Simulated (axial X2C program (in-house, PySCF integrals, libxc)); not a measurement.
# Linear OSnO²⁺ at several levels

One table from this session's results is given with a row withheld; the runs are named, their logs left out.

The runs use an in-house X2C program for linear molecules on PySCF integrals; all-electron X2C, two-component (2c) or spin-free, O dyall-av3z, Sn dyall-v3z.

All values are calculated.

2 further runs of the same task are left out: 2 set aside as unsound or not needed.

Set-up of the first run:

task.json

```json
{
 "zs": [
  8,
  50,
  8
 ],
 "q": 2,
 "bas": [
  "dyall-av3z",
  "dyall-v3z",
  "dyall-av3z"
 ],
 "r0": [
  1.87,
  1.87
 ],
 "symm": 1,
 "scan": [
  "PBE0",
  "HF",
  "B3LYP"
 ],
 "levels": [
  "PBE0",
  "HF",
  "TPSSh"
 ],
 "nst": 2
}
```

Keys: zs atomic numbers; q charge; bas basis sets; r0 starting distance in Å; symm equal bonds; scan levels of the two-bond scan; levels methods; nst determinants followed.

Launch:

```console
> python solin.py task.json out
```

Masses O 15.995, Sn 119.902, O 15.995 u.

Steps of the session up to this table: Scan at PBE0, 2c; Scan at B3LYP, 2c; Scan at PBE0, spin-free.

One of the session's tables, all rows but one given; the rest of the session is left out.

| level | r(O–Sn) (Å) | r(Sn–O) (Å) | lower stretch (cm⁻¹) | upper stretch (cm⁻¹) |
| --- | --- | --- | --- | --- |
| PBE0, 2c | 1.934 | 1.934 | 591.8 | 692.9 |
| B3LYP, 2c | ? | ? | ? | ? |
| PBE0, spin-free | 1.935 | 1.935 | 590.3 | 691.7 |
| HF, spin-free | 1.907 | 1.907 | 625.9 | 769.4 |
| B3LYP, spin-free | 1.958 | 1.958 | 557.7 | 659.0 |

Estimate the missing values for B3LYP, 2c.

As computed: r(O–Sn) (Å): 1.957; r(Sn–O) (Å): 1.957; lower stretch (cm⁻¹): 559.5; upper stretch (cm⁻¹): 660.6. In the column «r(O–Sn) (Å)» it lies between PBE0, spin-free (1.935) and B3LYP, spin-free (1.958).

Scans not shown above were run alike.

Limits of these values: A multiply charged ion may be only metastable. The molecule was held linear; bending was not examined, so a bent shape may lie lower. Note: functional without a current term on a determinant with orbital currents, of the molecule or an atom.
